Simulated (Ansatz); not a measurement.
**KBr: properties at the relaxed cell**

One table from this session's results is given with a row withheld; the runs are named, their logs left out.

Method: DFT PBE, scalar-relativistic, plane waves, PAW, in Ansatz 0.2.0.

### The structure to begin with

It takes space group Fm-3m (No. 225, cubic). The conventional cell has a = 6.701 Å, b = 6.701 Å, c = 6.701 Å, α = 90.00°, β = 90.00°, γ = 90.00°. Around K (site symmetry m-3m) lie 6 Br at 3.35 Å. Around Br (site symmetry m-3m) lie 6 K at 3.35 Å.

Structure file:

```xyz
2
Lattice="0.0000 3.3504 3.3504 3.3504 0.0000 3.3504 3.3504 3.3504 0.0000" Properties=species:S:1:pos:R:3 pbc="T T T"
K     0.0000    0.0000    0.0000
Br    3.3504    3.3504    3.3504
```

It is the result of an earlier relaxation at this level (volume 37.61 Å³/atom; gap on the mesh: 4.32 eV).

Set-up of the first run:

The input, input.yaml:

```yaml
crystal:
  lattice:
    - [0.0, 3.3504481918, 3.3504481918]
    - [3.3504481918, 0.0, 3.3504481918]
    - [3.3504481918, 3.3504481918, 0.0]
  atoms:
    - { symbol: K, position: [0.0, 0.0, 0.0] }
    - { symbol: Br, position: [0.5, 0.5, 0.5] }
basis:
  ecutwfc: 420
kpoints:
  mp_grid: { grid: [6, 6, 6] }
  band_path:
    path:
      - [[0.0, 0.0, 0.0], [0.5, 0.0, 0.5], [0.625, 0.25, 0.625]]
      - [[0.375, 0.375, 0.75], [0.0, 0.0, 0.0], [0.5, 0.5, 0.5], [0.5, 0.25, 0.75], [0.5, 0.0, 0.5]]
    npoints: 14
hamiltonian:
  xc: pbe
scf:
  occupations: { method: gaussian, width: 0.02 }
  n_extra_bands: 6
output:
  forces: true
  stress: true
  eigenvalues: true
  populations: true
  dos: { projected: true, de: 0.02, nscf_kmesh: { grid: [9, 9, 9] } }
  bader: true
  write_density: true
  write_potential: true
  elf: true
  volumetric_format: npy
```

On the command line:

```bash
$ ansatz run input.yaml --threads 1 --pin off --max-ram 2560MiB --backend cpu --events-out ev --progress --plain --runs-dir out
```

Among the steps run: Bands, states and charges; Seeking the band edges over the whole zone; Eigenvalues a small step from each edge; Back to the database's cell; Volume × 0.97; The cell scaled to 1.03 of its volume; The cell scaled to 0.94 of its volume; Volume × 1.06; Point at V/V0 = 0.91; The cell scaled to 1.10 of its volume; Volume × 0.88.

One of the session's tables, all rows but one given; the rest of the session is left out.

It belongs to the step «Energy against volume». 

| volume (Å³/atom) | energy above the lowest point (meV/atom) | pressure (GPa) | gap on the mesh (eV) |
| --- | --- | --- | --- |
| 33.097 | 30.2 | 2.39 | 4.67 |
| 34.226 | 16.1 | 1.64 | 4.57 |
| 35.354 | 6.9 | 1.00 | 4.48 |
| 36.482 | ? | ? | ? |
| 37.610 | 0.0 | 0.03 | 4.32 |
| 38.739 | 1.2 | -0.35 | 4.24 |
| 39.867 | 4.7 | -0.66 | 4.17 |
| 41.372 | 12.6 | -1.00 | 4.09 |

Q: Estimate the row for volume (Å³/atom) = 36.482 from the others.

Worked estimate for «energy above the lowest point (meV/atom)». A straight line through the neighbours (35.354, 6.9) and (37.610, 0.0) gives 6.9 + (0.0 − 6.9) × (36.482 − 35.354) / (37.610 − 35.354) = 3.5; a parabola fitted to 4 rows on both sides gives 1.7.

As computed: energy above the lowest point (meV/atom): 1.7; pressure (GPa): 0.47; gap on the mesh (eV): 4.40. In «energy above the lowest point (meV/atom)» the line misses by +1.8 and the parabola by 0.0.
